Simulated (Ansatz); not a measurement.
Molecular dynamics of WC

input.yaml

```yaml
accuracy: low
crystal:
  lattice:
    - [5.72978, 0.0, 0.0]
    - [0.0, 5.61934, 0.0]
    - [0.0, 0.0, 15.135113]
  atoms:
    - { symbol: W, position: [0.0, 0.0, 0.0660715] }
    - { symbol: C, position: [0.5, 0.25, 0.16472923] }
    - { symbol: W, position: [0.25, 0.0, 0.22931652] }
    - { symbol: C, position: [0.25, 0.25, 0.31819821] }
    - { symbol: W, position: [0.0, 0.5, 0.0660715] }
    - { symbol: C, position: [0.5, 0.75, 0.16472923] }
    - { symbol: W, position: [0.25, 0.5, 0.22931652] }
    - { symbol: C, position: [0.25, 0.75, 0.31819821] }
    - { symbol: W, position: [0.5, 0.0, 0.0660715] }
    - { symbol: C, position: [1.0, 0.25, 0.16472923] }
    - { symbol: W, position: [0.75, 0.0, 0.22931652] }
    - { symbol: C, position: [0.75, 0.25, 0.31819821] }
    - { symbol: W, position: [0.5, 0.5, 0.0660715] }
    - { symbol: C, position: [1.0, 0.75, 0.16472923] }
    - { symbol: W, position: [0.75, 0.5, 0.22931652] }
    - { symbol: C, position: [0.75, 0.75, 0.31819821] }
basis:
  ecutwfc: 420.0
kpoints:
  mp_grid: { grid: [2, 2, 1] }
hamiltonian:
  xc: lda
  pseudopotentials: { kind: paw, azcp: { folder: soft_1 } }
scf:
  occupations: { method: fermi_dirac, width: 0.1 }
  lower_state_search: "off"
  convergence: { dr2_threshold: 0.1 }
  max_iter: 51
md:
  timestep: 1
  n_steps: 200
  ensemble: nve
  temperature: 1000.0
  initial_velocities: maxwell_boltzmann
  seed: 449896
  constraints: [{ sites: [0, 4, 8, 12] }]
```

Run as:

```bash
$ ansatz run input.yaml --threads 1 --pin off --max-ram 3072MiB --backend cpu --events-out ev --progress --plain --runs-dir out
```

It starts from a relaxed structure.

Output, in part (warnings, step lines):

```
WARN: F and its Harris–Foulkes estimate disagree by 1.95e-2 eV at the final density (on a DFT+U run the figure also counts the on-site term, by absolute value) — the energy may not be reliable. Consider tightening scf.convergence.
WARN: F and its Harris–Foulkes estimate disagree by 4.69e-2 eV at the final density (on a DFT+U run the figure also counts the on-site term, by absolute value) — the energy may not be reliable. Consider tightening scf.convergence.
WARN: F and its Harris–Foulkes estimate disagree by 6.54e-2 eV at the final density (on a DFT+U run the figure also counts the on-site term, by absolute value) — the energy may not be reliable. Consider tightening scf.convergence.
WARN: F and its Harris–Foulkes estimate disagree by 1.33e-2 eV at the final density (on a DFT+U run the figure also counts the on-site term, by absolute value) — the energy may not be reliable. Consider tightening scf.convergence.
WARN: F and its Harris–Foulkes estimate disagree by 3.27e-2 eV at the final density (on a DFT+U run the figure also counts the on-site term, by absolute value) — the energy may not be reliable. Consider tightening scf.convergence.
WARN: F and its Harris–Foulkes estimate disagree by 4.02e-2 eV at the final density (on a DFT+U run the figure also counts the on-site term, by absolute value) — the energy may not be reliable. Consider tightening scf.convergence.
md step     0: t =     0.00 fs  T =  1000.0 K  F+E_penalty+E_count = -82962.74565853 eV  E_kin = 1.551120 eV  conserved = -82961.19453854 eV  (5 SCF iters)
md step     1: t =     1.00 fs  T =   989.5 K  F+E_penalty+E_count = -82962.71174846 eV  E_kin = 1.534788 eV  conserved = -82961.17696089 eV  (2 SCF iters)
md step     2: t =     2.00 fs  T =   963.1 K  F+E_penalty+E_count = -82962.65788957 eV  E_kin = 1.493849 eV  conserved = -82961.16404088 eV  (2 SCF iters)
md step     3: t =     3.00 fs  T =   924.5 K  F+E_penalty+E_count = -82962.64536847 eV  E_kin = 1.433966 eV  conserved = -82961.21140238 eV  (3 SCF iters)
md step     4: t =     4.00 fs  T =   873.2 K  F+E_penalty+E_count = -82962.56520357 eV  E_kin = 1.354406 eV  conserved = -82961.21079771 eV  (2 SCF iters)
md step     5: t =     5.00 fs  T =   812.8 K  F+E_penalty+E_count = -82962.45773555 eV  E_kin = 1.260819 eV  conserved = -82961.19691667 eV  (2 SCF iters)
md step     6: t =     6.00 fs  T =   748.4 K  F+E_penalty+E_count = -82962.35187824 eV  E_kin = 1.160859 eV  conserved = -82961.19101887 eV  (3 SCF iters)
md step     7: t =     7.00 fs  T =   682.3 K  F+E_penalty+E_count = -82962.28194304 eV  E_kin = 1.058367 eV  conserved = -82961.22357627 eV  (3 SCF iters)
[... lines left out ...]
md step   198: t =   198.00 fs  T =  4597.0 K  F+E_penalty+E_count = -82968.75379494 eV  E_kin = 7.130426 eV  conserved = -82961.62336871 eV  (2 SCF iters)
md step   199: t =   199.00 fs  T =  4634.6 K  F+E_penalty+E_count = -82968.83026413 eV  E_kin = 7.188869 eV  conserved = -82961.64139534 eV  (4 SCF iters)
md step   200: t =   200.00 fs  T =  4644.6 K  F+E_penalty+E_count = -82968.84908070 eV  E_kin = 7.204345 eV  conserved = -82961.64473524 eV  (2 SCF iters)
```

The steps, from the saved trajectory:

| time (fs) | T (K) | potential energy less start (eV) | conserved less start (meV/atom) |
| --- | --- | --- | --- |
| 0 | 1000 | 0.000 | 0.00 |
| 6 | 748 | 0.394 | 0.22 |
| 12 | 408 | 0.889 | -1.86 |
| 18 | 387 | 0.922 | -1.75 |
| 24 | 589 | 0.610 | -1.73 |
| 30 | 720 | 0.399 | -2.20 |
| 36 | 741 | 0.372 | -1.87 |
| 42 | 773 | 0.319 | -2.09 |
| 48 | 1015 | -0.067 | -2.73 |
| 54 | 1520 | -0.845 | -2.34 |
| 60 | 2066 | -1.668 | -0.92 |
| 66 | 2580 | -2.516 | -4.05 |
| 72 | 2955 | -3.109 | -4.82 |
| 78 | 3003 | -3.202 | -5.94 |
| 84 | 3068 | -3.255 | -2.94 |
| 90 | 2861 | -2.990 | -6.47 |
| 96 | 2961 | -3.207 | -10.30 |
| 102 | 3078 | -3.352 | -8.00 |
| 108 | 3227 | -3.606 | -9.53 |
| 114 | 2619 | -2.638 | -7.89 |
| 120 | 3139 | -3.507 | -11.86 |
| 126 | 2665 | -2.785 | -12.68 |
| 132 | 1776 | -1.401 | -12.26 |
| 138 | 2457 | -2.506 | -15.39 |
| 144 | 3218 | -3.733 | -18.29 |
| 150 | 3297 | -3.845 | -17.62 |
| 156 | 2824 | -3.133 | -19.02 |
| 162 | 2210 | -2.212 | -20.96 |
| 168 | 2124 | -2.105 | -22.62 |
| 174 | 2085 | -2.065 | -23.83 |
| 180 | 2802 | -3.185 | -24.33 |
| 186 | 3465 | -4.228 | -25.27 |
| 192 | 4058 | -5.188 | -27.76 |
| 198 | 4597 | -6.008 | -26.80 |

All steps were run. The conserved energy wandered by up to 28.1 meV per atom (net -28.1 meV per atom), which is poor conservation. The kinetic energy rose, since the run started high on the potential surface and went downhill. A run of 0.2 ps of so small a system gives no equilibrium averages. The SCF threshold is loose, so the forces are noisy. Limits of this set-up: coarse k mesh, thin slab, slab without dipole correction, PAW files made for another functional, low accuracy level.

Mean squared displacements from the first frame to the last: W 0.01 Å², C 1.90 Å².

Last frame:

```xyz
16
Lattice="5.7298 0.0000 0.0000 0.0000 5.6193 0.0000 0.0000 0.0000 15.1351" Properties=species:S:1:pos:R:3
W 0.000 0.000 1.000
C 2.759 1.508 2.534
W 1.362 0.065 3.614
C 2.829 1.588 4.301
W 0.000 2.810 1.000
C 1.661 4.099 2.037
W 1.438 2.804 3.558
C -0.245 4.363 4.283
W 2.865 0.000 1.000
C 5.688 1.239 2.704
W 4.238 -0.008 3.525
C 5.589 1.511 4.408
W 2.865 2.810 1.000
C 4.077 4.237 1.325
W 4.272 2.831 3.493
C 2.944 4.230 4.313
```

Run time: 12 min on 1 thread of Arm Neoverse V2, on a shared host, peak memory 0.73 GiB.
